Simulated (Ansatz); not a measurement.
# AgF: a single-point run

Wanted: a converged single-point run for AgF, and a check of what comes out. The structure is shown as the input types it. The cell is built on a prototype (zincblende) and needn't be the phase found in nature.

Method: density functional or hybrid calculation with the settings of its input, plane waves (as first typed), in Ansatz 0.2.0.

## (1) The structure to begin with

Symmetry: F-43m, No. 216, cubic system. The conventional cell has a = 5.348 Å, b = 5.348 Å, c = 5.348 Å, α = 90.00°, β = 90.00°, γ = 90.00°. Ag (site symmetry -43m) is surrounded by 4 F at 2.32 Å. Around F (site symmetry -43m) lie 4 Ag at 2.32 Å.

Structure file:

```
CELL_PARAMETERS angstrom
0.00000 2.67418 2.67418
2.67418 0.00000 2.67418
2.67418 2.67418 0.00000
ATOMIC_POSITIONS crystal
Ag 0.00000 0.00000 0.00000
F 0.25000 0.25000 0.25000
```

## (2) Input and run

input.yaml reads:

```yaml
crystal:
  lattice:
    - [0.0, 2.6741814736, 2.6741814736]
    - [2.6741814736, 0.0, 2.6741814736]
    - [2.6741814736, 2.6741814736, 0.0]
  atoms:
    - { symbol: Ag, position: [0.0, 0.0, 0.0] }
    - { symbol: F, position: [0.25, 0.25, 0.25] }
kpoints:
  mp_grid: { grid: [6, 6, 6] }
hamiltonian:
  xc: r2scan
scf:
  occupations: { method: fermi_dirac, width: 0.02 }
  n_extra_bands: 4
  mixing: { beta: -0.3 }
  max_iter: 57
output:
  forces: true
  stress: true
  eigenvalues: true
```

Launch:

```bash
> ansatz run input.yaml --threads 4 --pin off --max-ram 3686MiB --backend cpu --events-out ev --progress --plain --runs-dir out
```

What happens when this is run?

The run ended at the input check. The line that matters: «invalid value for `scf.mixing.beta`: must be finite and in (0, 1]; got -0.3»

The suspect setting: scf.mixing.beta is -0.3. A value lies outside the range that the key allows.

Fix: delete scf.mixing.beta (the default then holds).
